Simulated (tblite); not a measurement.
# C12H24LiSe6: the cost of one run

Programs: tblite 0.8.0 and PySCF 2.14.0, with routines of our own; each step states its level. All values are computed. Atoms count from 0.

## (1) The system as given

43 atoms, charge 1, multiplicity 1; geometry from: force field, distance geometry or constructed start.

## (2) Optimising the geometry with GFN2-xTB

The job: settings as JSON, then the geometry in Å.

```
{"job": {"kind": "relax", "xc": "GFN2-xTB", "basis": "xTB"}, "charge": 1, "multiplicity": 1}
C      0.960800     0.702700    -3.112800
C      2.431900     0.442100    -2.849300
Se     3.391300     2.080100    -2.361800
C      3.766000     2.553300    -4.229700
C      4.490100     3.888800    -4.309200
Se     3.320500     5.373200    -3.797100
C      2.561300     5.556400    -5.586400
C      1.430800     6.571500    -5.562800
Se     0.617000     6.675400    -7.340200
C     -1.164300     7.125800    -6.657100
C     -1.907000     5.860000    -6.251200
Se    -3.720400     6.301200    -5.665800
C     -3.799200     4.869800    -4.333300
C     -3.813100     3.496600    -5.010000
Se    -3.979500     2.079500    -3.676400
C     -2.113000     2.204600    -3.100700
C     -1.754700     1.010400    -2.231400
Se     0.029900     1.208500    -1.464000
Li    -0.000600     0.001800     0.002500
H      0.847500     1.509800    -3.864000
H      0.494000    -0.219400    -3.510800
H      2.534400    -0.285100    -2.008500
H      2.904700    -0.009000    -3.736100
H      2.819500     2.579000    -4.806900
H      4.417400     1.762800    -4.656500
H      5.368900     3.878400    -3.638100
H      4.856100     4.050200    -5.350400
H      3.352600     5.889800    -6.284900
H      2.168600     4.573000    -5.920800
H      0.679000     6.260800    -4.803900
H      1.823000     7.570800    -5.288900
H     -1.725100     7.640000    -7.468000
H     -1.075200     7.819900    -5.797000
H     -1.352300     5.351800    -5.428200
H     -1.970900     5.171400    -7.118700
H     -2.926300     4.964100    -3.659000
H     -4.723800     5.000300    -3.745800
H     -2.894800     3.338600    -5.608500
H     -4.688900     3.430700    -5.688500
H     -1.976700     3.142400    -2.524800
H     -1.452300     2.223400    -3.995400
H     -2.472200     0.934500    -1.388600
H     -1.809500     0.070700    -2.825900
```

The run is started by

```sh
> OMP_NUM_THREADS=4 python large_run.py task.json out
```

This one command runs all jobs of the session in turn.

Q: Estimate the wall time and peak memory of this first job on 4 threads of Arm Neoverse V2, shared host.

About 3.6 s, with a peak of 0.18 GiB.
